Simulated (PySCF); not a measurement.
# The bond of SrHg, level by level

The task here is to estimate one member of a computed series from the others.

Program: PySCF 2.14.0. Level of theory: Sr def2-SVP with ECP28, Hg def2-SVP with ECP60, scalar-relativistic core potentials. These are calculated values, not measurements.

The first run:

Settings of the job:

| Item | Value |
| --- | --- |
| atoms | Sr, Hg |
| charge | 0 |
| basis | Sr def2-SVP with ECP28, Hg def2-SVP with ECP60 |
| Hamiltonian | scalar-relativistic core potentials |
| basis functions | 55 |
| electrons treated | 30 |
| masses in u | 87.9056, 201.9706 |
| levels | PBE0, PBE, r²SCAN, PW91, MN15, r²SCANh, LC-ωPBE, HF, MP2, SCS-MP2, CCSD, CCSD(T) |
| grid | 80 radial by 434 angular points |
| occupations | held fixed by the projection of orbital angular momentum |
| dissociation limit | Sr + Hg, each in its ground configuration |
| starting distance in angstrom | 3.085 |
| values of 2S to try | 0, 2 |

Run with:

```sh
> OMP_NUM_THREADS=1 python dia.py task.json out
```

Among the steps run: Input; The PBE0 curve of the state that the search chose; Excited determinants; PBE; r²SCAN (meta-GGA); PW91; MN15 (hybrid meta-GGA); r²SCANh; LC-ωPBE (range-separated hybrid); RHF; Adding correlation.

One table of the session follows, with a row left open; its other results are not shown here.

It belongs to the step «The curves together». Energy (eV) from each level's lowest point:

| R (Å) | RHF | RHF-MP2 | RHF-SCS-MP2 | RHF-CCSD | RHF-CCSD(T) |
| --- | --- | --- | --- | --- | --- |
| 3.524 | 0.274 | 0.040 | 0.077 | n/a | n/a |
| 3.688 | 0.197 | 0.015 | 0.044 | 0.057 | 0.038 |
| 3.852 | ? | ? | ? | ? | ? |
| 3.975 | 0.112 | 0.001 | 0.017 | 0.026 | 0.013 |
| 4.098 | 0.088 | 0.000 | 0.012 | 0.019 | 0.008 |
| 4.221 | 0.069 | 0.000 | 0.008 | 0.014 | 0.006 |
| 4.385 | 0.048 | 0.002 | 0.005 | 0.009 | 0.003 |
| 4.590 | 0.029 | 0.004 | 0.002 | 0.004 | 0.001 |
| 4.836 | 0.014 | 0.007 | 0.000 | 0.000 | 0.000 |
| 5.163 | 0.000 | 0.013 | 0.001 | n/a | n/a |

**Question.** Estimate the row for R (Å) = 3.852.

Worked estimate for «RHF». A straight line through the neighbours (3.688, 0.197) and (3.975, 0.112) gives 0.197 + (0.112 − 0.197) × (3.852 − 3.688) / (3.975 − 3.688) = 0.148; a parabola fitted to 4 rows on both sides gives 0.141.

As computed: RHF: 0.143; RHF-MP2: 0.004; RHF-SCS-MP2: 0.026; RHF-CCSD: 0.036; RHF-CCSD(T): 0.020. In «RHF» the line misses by +0.005 and the parabola by -0.002.

To keep in mind: The bond is weak, and basis-set superposition, which was not computed, may be a sizeable part of it.
